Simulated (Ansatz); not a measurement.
# Al2O3, space group P-3m1: an optical spectrum

Program: Ansatz 0.2.0 through its Python package.

Typed at the interpreter:
```pycon
>>> import ansatz as az
>>> import numpy as np
>>> SETTINGS = {
...     "functional": "lda",
...     "mesh": (12, 12, 4),
...     "occupations": "fixed",
... }
>>> structure = (
...     az.Lattice.of((3.017483, 0.0, 0.0), (-1.508741, 2.613217, 0.0), (0.0, 0.0, 7.574636))
...     .atom("Al", (0.0, 0.0, 0.277951))
...     .atom("Al", (0.0, 0.0, 0.722049))
...     .atom("O", (1 / 3, 2 / 3, 0.199454))
...     .atom("O", (2 / 3, 1 / 3, 0.800546))
...     .atom("O", (0.0, 0.0, 0.5))
... )
>>> calculation = (
...     structure.calculation()
...     .functional(SETTINGS["functional"])
...     .kpoints(mesh=SETTINGS["mesh"])
...     .occupations(SETTINGS["occupations"])
...     .pseudopotentials("paw")
...     .optics(energy_step=0.1, nscf_kmesh=(12, 12, 4), spectra_wanted_up_to=6)
... )
>>> res = calculation.run(threads=1, backend="cpu")
DeckWarning: basis.ecutwfc = 420 eV, auto-derived from the records' recommended cutoffs: set by Al (normal level)
>>> spectra = res.optics()
>>> energy, filling = np.asarray(spectra.photon_energy_ev), spectra.band_filling
>>> gapped = filling.kind == "insulating"
>>> eps1 = np.asarray(filling.eps1 if gapped else filling.eps1_interband)[:3].mean(axis=0)
>>> eps2 = np.asarray(filling.eps2 if gapped else filling.eps2_interband)[:3].mean(axis=0)
>>> print("filling:", filling.kind, "- valid up to", round(spectra.valid_up_to_ev, 2), "eV,", spectra.n_bands, "bands")
filling: insulating - valid up to 11.9 eV, 21 bands
>>> top = min(10, spectra.valid_up_to_ev)
>>> # mean of xx, yy and zz; between bands only where the bands are partly filled
>>> print("E (eV)    eps1      eps2")
E (eV)    eps1      eps2
>>> for e in np.arange(0.5, top + 0.01, 0.5):
...     print(f"{e:5.1f} {np.interp(e, energy, eps1):9.3f} {np.interp(e, energy, eps2):9.3f}")
...
  0.5     2.805     0.000
  1.0     2.832     0.000
  1.5     2.884     0.000
  2.0     2.999     0.000
  2.5     3.067     0.253
  3.0     2.985     0.272
  3.5     3.032     0.261
  4.0     3.109     0.262
  4.5     3.307     0.270
  5.0     3.495     0.463
  5.5     3.612     0.612
  6.0     4.040     0.865
  6.5     3.883     1.961
  7.0     3.594     1.923
  7.5     2.879     2.405
  8.0     2.739     2.319
  8.5     2.944     1.798
  9.0     3.462     3.186
  9.5     2.000     3.330
 10.0     1.346     3.276
>>> if gapped:
...     print("eps_inf, bands beyond those summed included:", np.round(filling.eps_inf[:3], 3))
...
eps_inf, bands beyond those summed included: [3.182 3.182 3.072]
>>> print("f-sum electrons:", np.round(filling.get("f_sum_n_eff"), 3))
f-sum electrons: [9.119 9.119 8.611]
```

Caveats:
- Averages over directions belong to no single polarisation, least of all in layered crystals.
- The structure comes from a database of computed cells and needn't be a stable or known phase.
- Warnings are shown shortened and without file and line.
- Independent-particle spectra on Kohn-Sham bands hold no excitons, and semilocal gaps are too small.
- Wall time of the script: 43 s on 1 thread of Intel(R) Xeon(R) Processor @ 2.30GHz, with other jobs on the host, peak memory 0.79 GiB.
